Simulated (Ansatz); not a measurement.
# AlH5O3S (built from SMILES O.[OH][Al]([OH])[SH]): search for a transition state, part 2 of 3

Ansatz 0.2.0, Gaussian basis; PBE0-D4. Earlier steps stand in the parts before.

## (3) A starting Hessian

File hessian/in.yaml:

```yaml
crystal:
  periodic: [false, false, false]
  atoms:
    - {symbol: Al, position_ang: [0.069836, -0.375477, 0.140542]}
    - {symbol: S, position_ang: [0.860099, 1.140210, -1.532422]}
    - {symbol: O, position_ang: [1.166520, -0.692825, 1.416834]}
    - {symbol: O, position_ang: [-0.912071, -1.534767, -0.636232]}
    - {symbol: H, position_ang: [-0.167246, 1.583161, -0.297289]}
    - {symbol: O, position_ang: [-0.759388, 1.143524, 0.616550]}
    - {symbol: H, position_ang: [-0.132034, 0.824001, -2.394233]}
    - {symbol: H, position_ang: [1.802839, -1.408746, 1.415761]}
    - {symbol: H, position_ang: [-1.350506, -2.258856, -0.188034]}
    - {symbol: H, position_ang: [-0.577949, 1.579975, 1.458521]}
basis:
  gaussian: {orbitals: def2-SVP}
hamiltonian: {xc: pbe0, dispersion: d4}
phonons: {}
scf: {lower_state_search: off}
```

Command:

```console
ansatz run in.yaml --threads 4 --pin off --events-out ev --progress --plain --max-ram 9574MiB
```

Standard output (excerpt; [...] marks lines left out):

```text
Functional definition: PBE0
  name "PBE0"
  cite "Adamo & Barone, J. Chem. Phys. 110, 6158 (1999) doi:10.1063/1.478522"
  cite "Perdew, Burke & Ernzerhof, Phys. Rev. Lett. 77, 3865 (1996) doi:10.1103/PhysRevLett.77.3865"
  parent pbe
[...]
1025 factors; integrals over basis functions are off by at most 3.1e-4 eV
[...]
mean field -23635.76043535 eV, -868.5981751054 hartree, gradient 1.3e-6 eV, S^2 0.000000; 0 other end points of the search recorded, 0 dependent functions left out
[...]
WARN: phonons: modes at or below zero, which the zero-point energy, F, S and C_V leave out: 1, the lowest at -495.46 cm⁻¹. A minimum has none, and a first-order saddle one
[...]
Atom 8 at    -1.350506    -2.258856    -0.188034 Å, force     0.000705     0.007725    -0.008251 eV/Å
Atom 9 at    -0.577949     1.579975     1.458521 Å, force     0.008655    -0.000988    -0.002578 eV/Å
Dipole moment:    -0.155593    -0.019352     0.360231 e Å
Vibrations: -495.46 126.42 167.99 181.65 205.44 248.43 295.93 340.33 423.26 449.75 499.79 544.96 561.82 589.49 724.61 781.37 891.81 936.20 1269.93 1664.75 2717.64 3878.07 3988.34 3990.90 cm⁻¹, zero-point energy 1.579490 eV
Checks for a lower state left out: stability, starts, cluster_reference, orbital_swaps, neighbouring_geometries, increment
```

Run time: 56 s. Hardware: 4 threads of Arm Neoverse V1, shared host.

The structure is not stationary yet, so these wavenumbers are no spectrum; the search needs only the force constants.

## (4) Saddle search in the small basis

The search itself is an outer loop (partitioned rational-function steps, Bofill update of the Hessian). Each step is one single-point run with forces. It stops when the largest force is under 0.04 eV/Å and the followed curvature is negative. The first step's input:

File presaddle/in.yaml:

```yaml
crystal:
  periodic: [false, false, false]
  atoms:
    - {symbol: Al, position_ang: [0.069836, -0.375477, 0.140542]}
    - {symbol: S, position_ang: [0.860099, 1.140210, -1.532422]}
    - {symbol: O, position_ang: [1.166520, -0.692825, 1.416834]}
    - {symbol: O, position_ang: [-0.912071, -1.534767, -0.636232]}
    - {symbol: H, position_ang: [-0.167246, 1.583161, -0.297289]}
    - {symbol: O, position_ang: [-0.759388, 1.143524, 0.616550]}
    - {symbol: H, position_ang: [-0.132034, 0.824001, -2.394233]}
    - {symbol: H, position_ang: [1.802839, -1.408746, 1.415761]}
    - {symbol: H, position_ang: [-1.350506, -2.258856, -0.188034]}
    - {symbol: H, position_ang: [-0.577949, 1.579975, 1.458521]}
basis:
  gaussian: {orbitals: def2-SVP}
hamiltonian: {xc: pbe0, dispersion: d4}
output: {forces: true}
scf: {lower_state_search: off}
```

Command:

```console
ansatz run in.yaml --threads 4 --pin off --events-out ev --progress --plain --max-ram 9574MiB
```

The driver's record:

```tsv
step	energy (eV)	largest force (eV/Å)	followed curvature (eV/Å²)
1	-23635.94137	0.9515	-2.51
2	-23635.84348	0.6494	-3.28
3	-23635.85905	0.8281	-4.10
4	-23635.86530	0.4645	-3.93
5	-23635.83667	0.8484	-3.92
6	-23635.85320	0.6248	-3.89
7	-23635.83638	1.4522	-4.06
8	-23635.86251	0.2192	-4.22
9	-23635.86774	0.1860	-4.38
10	-23635.87048	0.1467	-4.32
11	-23635.87130	0.0546	-4.15
12	-23635.87147	0.0363	-4.13
```

The 12 steps took 12 s in all (4 threads of Arm Neoverse V1, shared host).

## (5) Saddle search in triple zeta

A small driver takes partitioned rational-function steps: uphill along one mode, downhill along the rest. It calls the program once a step for energy and forces and updates the Hessian by Bofill's formula. It stops when the largest force is under 0.01 eV/Å and the followed curvature is negative. The first step's input:

File saddle/in.yaml:

```yaml
crystal:
  periodic: [false, false, false]
  atoms:
    - {symbol: Al, position_ang: [0.047289, -0.352699, 0.221951]}
    - {symbol: S, position_ang: [0.853779, 1.110136, -1.540163]}
    - {symbol: O, position_ang: [1.208263, -0.706183, 1.426934]}
    - {symbol: O, position_ang: [-0.860260, -1.508187, -0.651515]}
    - {symbol: H, position_ang: [-0.068411, 1.633641, -0.448246]}
    - {symbol: O, position_ang: [-0.803118, 1.172220, 0.673241]}
    - {symbol: H, position_ang: [-0.166539, 0.737409, -2.345314]}
    - {symbol: H, position_ang: [1.812932, -1.446526, 1.379064]}
    - {symbol: H, position_ang: [-1.356356, -2.222367, -0.251036]}
    - {symbol: H, position_ang: [-0.667477, 1.582755, 1.535083]}
basis:
  gaussian: {orbitals: def2-TZVP}
hamiltonian: {xc: pbe0, dispersion: d4}
output: {forces: true}
scf: {lower_state_search: off}
```

Command:

```console
ansatz run in.yaml --threads 4 --pin off --events-out ev --progress --plain --max-ram 9574MiB
```

The driver's record:

```tsv
step	energy (eV)	largest force (eV/Å)	followed curvature (eV/Å²)
1	-23649.73575	0.2157	-4.13
2	-23649.73744	0.3928	-4.00
3	-23649.73721	0.2593	-4.04
4	-23649.74038	0.1166	-4.03
5	-23649.74085	0.0985	-4.04
6	-23649.74198	0.0824	-4.04
7	-23649.74114	0.1240	-4.04
8	-23649.74199	0.0600	-4.04
9	-23649.74215	0.0228	-4.04
10	-23649.74217	0.0059	-4.03
```

The 10 steps took 24 s in all (4 threads of Arm Neoverse V1, shared host).

Geometry at the end of the search:

```xyz
10
AlH5O3S
Al    0.04367   -0.35326    0.19796
S     0.86072    1.11118   -1.53542
O     1.20752   -0.67518    1.39783
O    -0.85815   -1.52687   -0.63701
H    -0.07674    1.61290   -0.42354
O    -0.81319    1.16192    0.65981
H    -0.16333    0.79066   -2.34544
H     1.76475   -1.45007    1.39431
H    -1.33852   -2.23759   -0.21922
H    -0.62663    1.56651    1.51072
```

Followed mode, largest move set to 1: H5 (0.55, 0.03, -0.83); Al1 (-0.23, 0.10, 0.38); H10 (-0.21, -0.23, 0.19); O6 (-0.15, -0.10, 0.20).

## (6) Checking the order of the point

File vib/in.yaml:

```yaml
crystal:
  periodic: [false, false, false]
  atoms:
    - {symbol: Al, position_ang: [0.043669, -0.353258, 0.197963]}
    - {symbol: S, position_ang: [0.860724, 1.111180, -1.535425]}
    - {symbol: O, position_ang: [1.207516, -0.675179, 1.397832]}
    - {symbol: O, position_ang: [-0.858154, -1.526874, -0.637006]}
    - {symbol: H, position_ang: [-0.076735, 1.612900, -0.423541]}
    - {symbol: O, position_ang: [-0.813189, 1.161919, 0.659810]}
    - {symbol: H, position_ang: [-0.163333, 0.790660, -2.345439]}
    - {symbol: H, position_ang: [1.764750, -1.450067, 1.394310]}
    - {symbol: H, position_ang: [-1.338522, -2.237589, -0.219221]}
    - {symbol: H, position_ang: [-0.626626, 1.566510, 1.510718]}
basis:
  gaussian: {orbitals: def2-TZVP}
hamiltonian: {xc: pbe0, dispersion: d4}
phonons: {temperatures: {t_min: 298.15, t_max: 900, t_step: 200}}
```

Command:

```console
ansatz run in.yaml --threads 4 --pin off --events-out ev --progress --plain --max-ram 9574MiB
```

Standard output (excerpt; [...] marks lines left out):

```text
Functional definition: PBE0
  name "PBE0"
  cite "Adamo & Barone, J. Chem. Phys. 110, 6158 (1999) doi:10.1063/1.478522"
  cite "Perdew, Burke & Ernzerhof, Phys. Rev. Lett. 77, 3865 (1996) doi:10.1103/PhysRevLett.77.3865"
  parent pbe
[...]
1223 factors; their error is unknown
[...]
mean field -23649.55989126 eV, -869.1052957565 hartree, gradient 6.0e-5 eV, S^2 0.000000; 0 other end points of the search recorded, 0 dependent functions left out
[...]
WARN: phonons: modes at or below zero, which the zero-point energy, F, S and C_V leave out: 1, the lowest at -781.81 cm⁻¹. A minimum has none, and a first-order saddle one
[...]
Atom 7 at     1.764750    -1.450067     1.394310 Å, force     0.000731    -0.001847     0.000924 eV/Å
Atom 8 at    -1.338522    -2.237589    -0.219221 Å, force     0.001775    -0.002346    -0.000965 eV/Å
Atom 9 at    -0.626626     1.566510     1.510718 Å, force     0.000405    -0.001549    -0.003391 eV/Å
Dipole moment:    -0.045135    -0.033337     0.141168 e Å
Vibrations: -781.81 112.89 118.63 183.95 197.55 239.39 289.59 340.65 355.05 448.22 527.27 561.24 596.84 633.82 663.06 749.88 827.63 913.86 1252.64 1473.42 2713.12 3892.52 3975.69 3978.79 cm⁻¹, zero-point energy 1.552635 eV
```

It took 2.4 min on 4 threads of Arm Neoverse V1, shared host; peak memory 0.57 GiB.

Wavenumbers and character of the modes:

```tsv
mode	wavenumber (cm⁻¹)	character
1	782i	changes S2–H5, H5–O6
2	113	torsion with bend
3	119	torsion
4	184	bend with torsion
5	198	bend with torsion
6	239	torsion with bend
7	290	torsion
8	341	torsion
9	355	torsion with bend
10	448	torsion with bend
11	527	bend
12	561	torsion with bend
13	597	bend with Al–O stretch
14	634	bend
15	663	Al–O stretch with bend
16	750	bend with torsion
17	828	Al–O stretch
18	914	Al–O stretch
19	1253	bend
20	1473	bend with S–H stretch
21	2713	S–H stretch
22	3893	O–H stretch
23	3976	O–H stretch
24	3979	O–H stretch
```

Vibrational sums (real modes only):

```tsv
T (K)	entropy (J/mol/K)	heat capacity (J/mol/K)
298	84.3	95.7
498	141.3	125.0
698	186.1	139.6
898	222.4	148.9
```

[end of part 2 of 3]
